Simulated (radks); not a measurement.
**Ag⁴⁺ in [Kr] 4d7: an all-electron calculation**

What are the levels of the silver ion Ag4+, how large are its shells, and how does its energy divide?

Method: scalar-relativistic Kohn-Sham, BLYP, spin-unpolarised, spherical densities, point nucleus. Code: radks (a radial shooting solver on a logarithmic mesh, Libxc functionals) version 1.

**1. The system**

- element: silver (Z = 47)
- charge: +4
- electrons: 43
- configuration: [Kr] 4d7

Outer shells as boxes (Hund's rule):

Ag⁴⁺
```
[Kr] core
4d [↑↓][↑↓][↑ ][↑ ][↑ ]
```

**2. The run**

Settings of this run:

```text
Z 47
configuration [Kr] 4d7 5s0 5p0 4f0 5d0
relativity scalar-relativistic
functional b88,lyp
spin unpolarised
nucleus point
c 137.035999084
```

Q: Predict the outcome of this run.

As calculated:

```
                        quantity                value
                    total energy  -5312.29731 hartree
exchange-correlation share of it               2.78 %
                            −T/E               1.0390
          highest occupied level       4d, -59.753 eV
    most extended occupied level  4d, <r> = 1.20 bohr
 radius at density 0.001 e/bohr³            2.91 bohr
    maxima of the radial density                    4
         ionisation energy, NIST       65 (theory) eV
```

What this shows: 4 principal shells are occupied and 4 maxima appear in the radial density. Relativity lifts −T/E to 1.039. The top level binds by 59.753 eV, 92 % of the NIST ionisation energy of 65 eV. Spin polarisation and multiplet splitting are left out.
